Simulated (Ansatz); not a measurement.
# Ti2B: the cost of one run

Method: DFT PBE, scalar-relativistic, plane waves, PAW, in Ansatz 0.2.0.

2 further runs of the same task are left out: 1 that didn't finish, 1 set aside as unsound or not needed.

## Step 1: The structure to begin with

It takes space group Cmmm (No. 65, orthorhombic). The conventional cell has a = 5.938 Å, b = 6.917 Å, c = 4.237 Å, α = 90.00°, β = 90.00°, γ = 90.00°. Around Ti (site symmetry 2/m) lie 2 B at 2.28 Å. Ti (site symmetry m2m) has 3 B at 2.22 to 2.45 Å and 1 Ti at 2.47 Å as nearest neighbours. B (site symmetry mmm) has 2 Ti at 2.22 Å as nearest neighbours. B (site symmetry mmm) has 8 Ti at 2.28 to 2.45 Å as nearest neighbours.

As a file:

```xyz
6
Lattice="2.9692 -3.4584 0.0000 2.9692 3.4584 0.0000 0.0000 0.0000 4.2366" Properties=species:S:1:pos:R:3 pbc="T T T"
Ti    1.4846    1.7292    0.0000
Ti    1.4846   -1.7292    0.0000
Ti    2.9692   -1.2339    2.1183
Ti    2.9692    1.2339    2.1183
B     0.0000    0.0000    2.1183
B     2.9692    0.0000    0.0000
```

It is the end of an earlier relaxation with the same method, from a generated guess; it needn't be the stable form of this composition. At a tolerance of 0.05 Å it has space group Cmmm (No. 65); it has 14.50 Å³/atom, an uncorrected energy of +0.38 eV/atom over the elements.

## Step 2: Bands, states and charges

Input file input.yaml:

```yaml
crystal:
  lattice:
    - [2.9691641545, -3.4583537762, 0.0]
    - [2.9691641545, 3.4583537762, 0.0]
    - [0.0, 0.0, 4.2366384638]
  atoms:
    - { symbol: Ti, position: [0.0, 0.5, 0.0] }
    - { symbol: Ti, position: [0.5, 0.0, 0.0] }
    - { symbol: Ti, position: [0.6783952484, 0.3216047516, 0.5] }
    - { symbol: Ti, position: [0.3216047516, 0.6783952484, 0.5] }
    - { symbol: B, position: [0.0, 0.0, 0.5] }
    - { symbol: B, position: [0.5, 0.5, 0.0] }
basis:
  ecutwfc: 420
kpoints:
  mp_grid: { grid: [8, 8, 10] }
  band_path:
    path:
      - [[0.0, 0.0, 0.0], [-0.5, 0.5, 0.0], [-0.43427635, 0.56572365, 0.0]]
      - [[0.43427635, 0.43427635, 0.0], [0.0, 0.0, 0.0], [0.0, 0.0, 0.5], [0.43427635, 0.43427635, 0.5]]
      - [[-0.43427635, 0.56572365, 0.5], [-0.5, 0.5, 0.5], [-0.5, 0.5, 0.0]]
      - [[0.0, 0.0, 0.0], [0.0, 0.5, 0.0], [0.0, 0.5, 0.5], [0.0, 0.0, 0.5], [-0.5, 0.5, 0.5]]
    npoints: 14
hamiltonian:
  xc: pbe
scf:
  occupations: { method: gaussian, width: 0.1 }
  n_extra_bands: 15
output:
  forces: true
  stress: true
  eigenvalues: true
  populations: true
  dos: { projected: true, de: 0.02, nscf_kmesh: { grid: [10, 10, 12] } }
  bader: true
  write_density: true
  write_potential: true
  elf: true
  volumetric_format: npy
```

Started as:

```bash
$ ansatz run input.yaml --threads 1 --pin off --max-ram 2560MiB --backend cpu --events-out ev --progress --plain --runs-dir out
```

What time and memory should one allow on 1 thread of Arm Neoverse V2, shared host?

About 99 s, with a peak of 0.71 GiB.
